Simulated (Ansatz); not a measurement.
# GaH2F (built from SMILES [F][GaH2]): functionals against CCSD(T) at one geometry

A test off equilibrium: a displaced guess of a reacting structure is computed at several levels, and each is set against CCSD(T).

Computed with Ansatz 0.2.0, Gaussian basis. Level: single points in def2-TZVPP.

Correlated methods freeze the cores. Filled d shells of the heavier atoms are correlated.

**1. The system as given**

4 atoms, charge 0, spin multiplicity 1.

Atoms are counted from 1 here; the program's logs count them from 0.

Bond lengths: Ga1–F2 2.138 Å, Ga1–H4 1.935 Å. Angles: F2–Ga1–H4 176.5°.

As a file:

```xyz
4

Ga   -0.06670    0.19040    0.50340
F     1.01570   -0.96030   -0.93740
H     0.05870   -0.43080   -1.49560
H    -0.94370    1.28670    1.83480
```

**2. CCSD(T)/def2-TZVPP**

run/in.yaml

```yaml
crystal:
  periodic: [false, false, false]
  atoms:
    - {symbol: Ga, position_ang: [-0.066700, 0.190400, 0.503400]}
    - {symbol: F, position_ang: [1.015700, -0.960300, -0.937400]}
    - {symbol: H, position_ang: [0.058700, -0.430800, -1.495600]}
    - {symbol: H, position_ang: [-0.943700, 1.286700, 1.834800]}
basis:
  gaussian: {orbitals: def2-TZVPP}
correlation: {method: ccsd_t}
output: {forces: true}
```

On the command line:

```
$ ansatz run in.yaml --threads 4 --pin off --events-out ev --progress --plain --max-ram 5222MiB
```

The program printed (excerpt; [...] marks lines left out):

```text
Functional definition: HF
  name "HF"
  cite "Fock, Z. Phys. 61, 126 (1930) doi:10.1007/BF01340294"
  parent pbe
[...]
683 factors; integrals over basis functions are off by at most 9.8e-4 eV
[...]
mean field -55068.83663795 eV, -2023.7424194467 hartree, gradient 2.6e-6 eV, S^2 0.000000; 1 other end points of the search recorded, 0 dependent functions left out; unrestricted orbitals would lower it
10 core orbitals not correlated: weight in the atoms' cores, before any rotation towards them, 1.000 or more for the frozen orbitals, at most 0.000 for the correlated occupied ones
reference -55068.83663795 eV, -2023.7424194467 hartree; 11, 11 occupied and 86, 86 virtual orbitals, 683 factors
second order -13.83019288 eV of doubles, -0.00000000 eV of singles
cycle   1  -13.33799475 eV  change    4.9e-1 eV  update   1.1e-1
[...]
cycle  16  -13.95528450 eV  change    1.4e-6 eV  update   1.5e-6
perturbative correction -0.58515059 eV, -0.0215038876 hartree
[...]
Total energy: -55083.37707304 eV, -2024.2767705803 hartree
Atom 0 at    -0.066700     0.190400     0.503400 Å, force    -1.858755     1.498831     0.692917 eV/Å
Atom 1 at     1.015700    -0.960300    -0.937400 Å, force    -1.511324     0.552885    -2.231644 eV/Å
Atom 2 at     0.058700    -0.430800    -1.495600 Å, force     2.513945    -1.278732     2.052067 eV/Å
Atom 3 at    -0.943700     1.286700     1.834800 Å, force     0.856134    -0.772985    -0.513340 eV/Å
Dipole moment:     0.021220    -0.048105    -0.100337 e Å
```

It took 25 s on 4 threads of Arm Neoverse N1, shared host; peak memory 0.61 GiB.

**3. PBE0-D4/def2-TZVPP**

Changes to run/in.yaml since step 2:

```diff
@@ -9,3 +9,3 @@
   gaussian: {orbitals: def2-TZVPP}
-correlation: {method: ccsd_t}
-output: {forces: true}
+hamiltonian: {xc: pbe0, dispersion: d4}
+output: {forces: true, orbitals: {seedname: orbitals}}
```

On the command line:

```
$ ansatz run in.yaml --threads 4 --pin off --events-out ev --progress --plain --max-ram 5222MiB
```

The program printed (excerpt; [...] marks lines left out):

```text
Functional definition: PBE0
  name "PBE0"
  cite "Adamo & Barone, J. Chem. Phys. 110, 6158 (1999) doi:10.1063/1.478522"
  cite "Perdew, Burke & Ernzerhof, Phys. Rev. Lett. 77, 3865 (1996) doi:10.1103/PhysRevLett.77.3865"
[... 1 set-up line as earlier in the session ...]
[...]
687 factors; their error is unknown
[...]
mean field -55115.88150665 eV, -2025.4712864830 hartree, gradient 1.7e-5 eV, S^2 0.000000; 0 other end points of the search recorded, 0 dependent functions left out
[...]
reference -55115.88153231 eV, -2025.4712874260 hartree; 21, 21 occupied and 86, 86 virtual orbitals, 687 factors
Total energy: -55115.91965237 eV, -2025.4726883125 hartree
Atom 0 at    -0.066700     0.190400     0.503400 Å, force    -1.946275     1.550475     0.640579 eV/Å
Atom 1 at     1.015700    -0.960300    -0.937400 Å, force    -1.307019     0.411537    -2.222321 eV/Å
Atom 2 at     0.058700    -0.430800    -1.495600 Å, force     2.400047    -1.214724     2.009279 eV/Å
Atom 3 at    -0.943700     1.286700     1.834800 Å, force     0.853247    -0.747288    -0.427536 eV/Å
Dipole moment:     0.033648    -0.062317    -0.104885 e Å
```

It took 1 s on 4 threads of Arm Neoverse N1, shared host; peak memory 0.16 GiB.

**4. wB97M-V/def2-TZVPP**

Changes to run/in.yaml since step 3:

```diff
@@ -9,3 +9,3 @@
   gaussian: {orbitals: def2-TZVPP}
-hamiltonian: {xc: pbe0, dispersion: d4}
-output: {forces: true, orbitals: {seedname: orbitals}}
+hamiltonian: {xc: {name: wB97M-V}}
+output: {forces: true}
```

On the command line:

```
$ ansatz run in.yaml --threads 4 --pin off --events-out ev --progress --plain --max-ram 5222MiB
```

The program printed (excerpt; [...] marks lines left out):

```text
Functional definition: wB97M-V
  name "wB97M-V"
  cite "Mardirossian & Head-Gordon, J. Chem. Phys. 144, 214110 (2016) doi:10.1063/1.4952647"
  cite "Becke, J. Chem. Phys. 107, 8554 (1997) doi:10.1063/1.475007"
  cite "Vydrov & Van Voorhis, J. Chem. Phys. 133, 244103 (2010) doi:10.1063/1.3521275"
  # Of w^i u^j: cxij and so on, Table III.
[...]
  gx(w, u) = 1 - cx + cx01*u + cx10*w
  gss(w, u) = css00 + css04*u^4 + css10*w + css20*w^2 + css43*w^4*u^3
  gos(w, u) = cos00 + cos10*w + (cos20 + cos21*u)*w^2 + (cos60 + cos61*u)*w^6
[...]
      + integral(e_c_pw_mod_opposite_spin*gos(b97_w_opposite, b97_u_opposite)) + vv10(b, c)
677 factors; their error is unknown
151 factors; integrals over basis functions are off by at most 8.5e-6 eV
[...]
mean field -55121.69251698 eV, -2025.6848371740 hartree, gradient 7.8e-5 eV, S^2 0.000000; 0 other end points of the search recorded, 0 dependent functions left out
[...]
reference -55121.69255756 eV, -2025.6848386651 hartree; 21, 21 occupied and 86, 86 virtual orbitals, 677 factors
Total energy: -55121.69255756 eV, -2025.6848386651 hartree
Atom 0 at    -0.066700     0.190400     0.503400 Å, force    -2.074601     1.740510     0.961022 eV/Å
Atom 1 at     1.015700    -0.960300    -0.937400 Å, force    -1.541419     0.510250    -2.467104 eV/Å
Atom 2 at     0.058700    -0.430800    -1.495600 Å, force     2.682539    -1.392174     2.087535 eV/Å
Atom 3 at    -0.943700     1.286700     1.834800 Å, force     0.933481    -0.858586    -0.581453 eV/Å
Dipole moment:     0.044526    -0.088402    -0.169425 e Å
```

Wall time 3.4 s (4 threads of Arm Neoverse N1, shared host); peak memory 0.21 GiB.

**5. r2SCAN-D4/def2-TZVPP**

Changes to run/in.yaml since step 4:

```diff
@@ -9,3 +9,3 @@
   gaussian: {orbitals: def2-TZVPP}
-hamiltonian: {xc: {name: wB97M-V}}
+hamiltonian: {xc: r2scan, dispersion: d4}
 output: {forces: true}
```

On the command line:

```
$ ansatz run in.yaml --threads 4 --pin off --events-out ev --progress --plain --max-ram 5222MiB
```

The program printed (excerpt; [...] marks lines left out):

```text
Functional definition: r2SCAN
  name "r2SCAN"
  cite "Furness, Kaplan, Ning, Perdew & Sun, J. Phys. Chem. Lett. 11, 8208 (2020) doi:10.1021/acs.jpclett.0c02405"
  cite "Furness, Kaplan, Ning, Perdew & Sun, J. Phys. Chem. Lett. 11, 9248 (2020) doi:10.1021/acs.jpclett.0c03077"
  parent r2scan
[...]
642 factors; their error is unknown
[...]
mean field -55123.92921892 eV, -2025.7670344542 hartree, gradient 3.2e-5 eV, S^2 0.000000; 0 other end points of the search recorded, 0 dependent functions left out
[...]
reference -55123.92922906 eV, -2025.7670348265 hartree; 21, 21 occupied and 86, 86 virtual orbitals, 642 factors
Total energy: -55123.93921826 eV, -2025.7674019229 hartree
Atom 0 at    -0.066700     0.190400     0.503400 Å, force    -1.913617     1.437978     0.383627 eV/Å
Atom 1 at     1.015700    -0.960300    -0.937400 Å, force    -0.967100     0.269083    -1.896719 eV/Å
Atom 2 at     0.058700    -0.430800    -1.495600 Å, force     2.014235    -0.974484     1.896017 eV/Å
Atom 3 at    -0.943700     1.286700     1.834800 Å, force     0.866482    -0.732576    -0.382925 eV/Å
Dipole moment:     0.046565    -0.062819    -0.083414 e Å
```

Wall time 1.9 s (4 threads of Arm Neoverse N1, shared host); peak memory 0.13 GiB.

**6. PBE-D4/def2-TZVPP**

Changes to run/in.yaml since step 5:

```diff
@@ -9,3 +9,3 @@
   gaussian: {orbitals: def2-TZVPP}
-hamiltonian: {xc: r2scan, dispersion: d4}
+hamiltonian: {xc: pbe, dispersion: d4}
 output: {forces: true}
```

On the command line:

```
$ ansatz run in.yaml --threads 4 --pin off --events-out ev --progress --plain --max-ram 5222MiB
```

The program printed (excerpt; [...] marks lines left out):

```text
Functional definition: PBE
  name "PBE"
[... 2 set-up lines as earlier in the session ...]
[...]
642 factors; their error is unknown
[...]
mean field -55115.27286754 eV, -2025.4489194083 hartree, gradient 3.1e-6 eV, S^2 0.000000; 1 other end points of the search recorded, 0 dependent functions left out
[...]
reference -55115.27290151 eV, -2025.4489206566 hartree; 21, 21 occupied and 86, 86 virtual orbitals, 642 factors
Total energy: -55115.31892421 eV, -2025.4506119600 hartree
Atom 0 at    -0.066700     0.190400     0.503400 Å, force    -1.779713     1.374833     0.490109 eV/Å
Atom 1 at     1.015700    -0.960300    -0.937400 Å, force    -0.756230     0.116787    -1.858453 eV/Å
Atom 2 at     0.058700    -0.430800    -1.495600 Å, force     1.812166    -0.894462     1.638388 eV/Å
Atom 3 at    -0.943700     1.286700     1.834800 Å, force     0.723777    -0.597159    -0.270044 eV/Å
Dipole moment:     0.028606    -0.051460    -0.076719 e Å
```

Wall time 1 s (4 threads of Arm Neoverse N1, shared host); peak memory 0.11 GiB.

**7. HSE06-D4/def2-TZVPP**

Changes to run/in.yaml since step 6:

```diff
@@ -9,3 +9,3 @@
   gaussian: {orbitals: def2-TZVPP}
-hamiltonian: {xc: pbe, dispersion: d4}
+hamiltonian: {xc: hse06, dispersion: d4}
 output: {forces: true}
```

On the command line:

```
$ ansatz run in.yaml --threads 4 --pin off --events-out ev --progress --plain --max-ram 5222MiB
```

The program printed (excerpt; [...] marks lines left out):

```text
Functional definition: HSE06
  name "HSE06"
  cite "Heyd, Scuseria & Ernzerhof, J. Chem. Phys. 118, 8207 (2003) doi:10.1063/1.1564060"
  cite "Krukau, Vydrov, Izmaylov & Scuseria, J. Chem. Phys. 125, 224106 (2006) doi:10.1063/1.2404663"
  cite "Heyd & Scuseria, J. Chem. Phys. 120, 7274 (2004) doi:10.1063/1.1668634"
  cite "Ernzerhof & Perdew, J. Chem. Phys. 109, 3313 (1998) doi:10.1063/1.476928"
[... 2 set-up lines as earlier in the session ...]
[...]
  # The whole range is PBE's own exchange, as in plane waves. The composition of these papers is wPBEh.
[...]
687 factors; their error is unknown
59 factors; integrals over basis functions are off by at most 1.4e-6 eV
[...]
mean field -55115.76265213 eV, -2025.4669186599 hartree, gradient 2.2e-5 eV, S^2 0.000000; 0 other end points of the search recorded, 0 dependent functions left out
[...]
reference -55115.76268627 eV, -2025.4669199148 hartree; 21, 21 occupied and 86, 86 virtual orbitals, 687 factors
Total energy: -55115.79828832 eV, -2025.4682282657 hartree
Atom 0 at    -0.066700     0.190400     0.503400 Å, force    -1.934045     1.537020     0.623449 eV/Å
Atom 1 at     1.015700    -0.960300    -0.937400 Å, force    -1.296821     0.409415    -2.202433 eV/Å
Atom 2 at     0.058700    -0.430800    -1.495600 Å, force     2.382781    -1.205458     1.998305 eV/Å
Atom 3 at    -0.943700     1.286700     1.834800 Å, force     0.848084    -0.740977    -0.419321 eV/Å
Dipole moment:     0.033598    -0.060898    -0.099957 e Å
```

Run time: 1.2 s. Hardware: 4 threads of Arm Neoverse N1, shared host; peak memory 0.16 GiB.

**8. wB97X-V/def2-TZVPP**

Changes to run/in.yaml since step 7:

```diff
@@ -9,3 +9,3 @@
   gaussian: {orbitals: def2-TZVPP}
-hamiltonian: {xc: hse06, dispersion: d4}
+hamiltonian: {xc: {name: wB97X-V}}
 output: {forces: true}
```

On the command line:

```
$ ansatz run in.yaml --threads 4 --pin off --events-out ev --progress --plain --max-ram 5222MiB
```

The program printed (excerpt; [...] marks lines left out):

```text
Functional definition: wB97X-V
  name "wB97X-V"
  cite "Mardirossian & Head-Gordon, Phys. Chem. Chem. Phys. 16, 9904 (2014) doi:10.1039/C3CP54374A"
[... 2 set-up lines as earlier in the session ...]
[...]
      + integral(e_c_pw_opposite_spin*poly(b97_u_opposite, cos0, cos1)) + vv10(b, c)
677 factors; their error is unknown
151 factors; integrals over basis functions are off by at most 8.5e-6 eV
[...]
mean field -55119.38455413 eV, -2025.6000211036 hartree, gradient 1.6e-5 eV, S^2 0.000000; 0 other end points of the search recorded, 0 dependent functions left out
[...]
reference -55119.38455247 eV, -2025.6000210424 hartree; 21, 21 occupied and 86, 86 virtual orbitals, 677 factors
Total energy: -55119.38455247 eV, -2025.6000210424 hartree
Atom 0 at    -0.066700     0.190400     0.503400 Å, force    -2.176190     1.795058     0.893715 eV/Å
Atom 1 at     1.015700    -0.960300    -0.937400 Å, force    -1.447193     0.440986    -2.491981 eV/Å
Atom 2 at     0.058700    -0.430800    -1.495600 Å, force     2.644842    -1.340036     2.194637 eV/Å
Atom 3 at    -0.943700     1.286700     1.834800 Å, force     0.978541    -0.896009    -0.596371 eV/Å
Dipole moment:     0.052269    -0.088470    -0.152801 e Å
```

It took 3 s on 4 threads of Arm Neoverse N1, shared host; peak memory 0.2 GiB.

**9. Comparison**

| method | RMS force component (eV/Å) | RMS error against CCSD(T) (eV/Å) | angle to CCSD(T) forces (°) | dipole (D) |
| --- | --- | --- | --- | --- |
| CCSD(T) | 1.514 | reference | reference | 0.54 |
| PBE0-D4 | 1.477 | 0.092 | 3.2 | 0.61 |
| wB97M-V | 1.644 | 0.157 | 3.2 | 0.94 |
| r2SCAN-D4 | 1.308 | 0.285 | 8.0 | 0.55 |
| PBE-D4 | 1.192 | 0.396 | 9.8 | 0.46 |
| HSE06-D4 | 1.465 | 0.098 | 3.3 | 0.58 |
| wB97X-V | 1.658 | 0.181 | 4.0 | 0.88 |

Energy less the free neutral atoms in their ground states at the same level (atoms from separate runs):

Differences are taken before rounding.

| method | rung | energy less atoms (eV) | from CCSD(T) (eV) |
| --- | --- | --- | --- |
| PBE-D4 | GGA | -7.268 | -0.731 |
| r2SCAN-D4 | meta-GGA | -6.810 | -0.273 |
| PBE0-D4 | hybrid | -6.594 | -0.057 |
| HSE06-D4 | screened hybrid | -6.609 | -0.072 |
| wB97X-V | range-separated hybrid | -6.612 | -0.075 |
| wB97M-V | range-separated hybrid | -6.717 | -0.180 |
| Hartree-Fock | wavefunction | -2.925 | +3.611 |
| MP2 | wavefunction | -6.555 | -0.018 |
| CCSD | wavefunction | -6.247 | +0.290 |
| CCSD(T) | wavefunction | -6.537 | 0 |

What each level took, beside its miss in the forces (shared host):

| method | time | RMS force error (eV/Å) |
| --- | --- | --- |
| CCSD(T) | 25 s | 0 |
| PBE0-D4 | 1 s | 0.092 |
| wB97M-V | 3.4 s | 0.157 |
| r2SCAN-D4 | 1.9 s | 0.285 |
| PBE-D4 | 1 s | 0.396 |
| HSE06-D4 | 1.2 s | 0.098 |
| wB97X-V | 3 s | 0.181 |

**10. Summary of results**

```
                                  quantity                                                                                            value
energy less free atoms, CCSD(T)/def2-TZVPP                                                                                        -6.537 eV
                       RMS force component                                                             1.192 to 1.658 eV/Å over the methods
                           RMS force error  PBE0-D4 0.092, wB97M-V 0.157, r2SCAN-D4 0.285, PBE-D4 0.396, HSE06-D4 0.098, wB97X-V 0.181 eV/Å
                    HOMO and LUMO, PBE0-D4                                                                               -5.59 and -2.57 eV
                             T1 diagnostic                                                                                            0.018
```

What this shows: Against CCSD(T) the functionals' energies less atoms differ by -0.731 to -0.057 eV, PBE-D4 by -0.731 eV. CCSD(T) in triple zeta still lacks some correlation energy of the bonds, so part of these gaps is its own basis error and they don't rank the functionals. The forces of PBE0-D4 come nearest to CCSD(T), those of PBE-D4 are farthest. Frozen-core CCSD(T) forces in triple zeta carry basis errors of their own, and this is one geometry, so small gaps rank nothing. The restricted Hartree–Fock reference is unstable towards an unrestricted one at one or more of these structures.
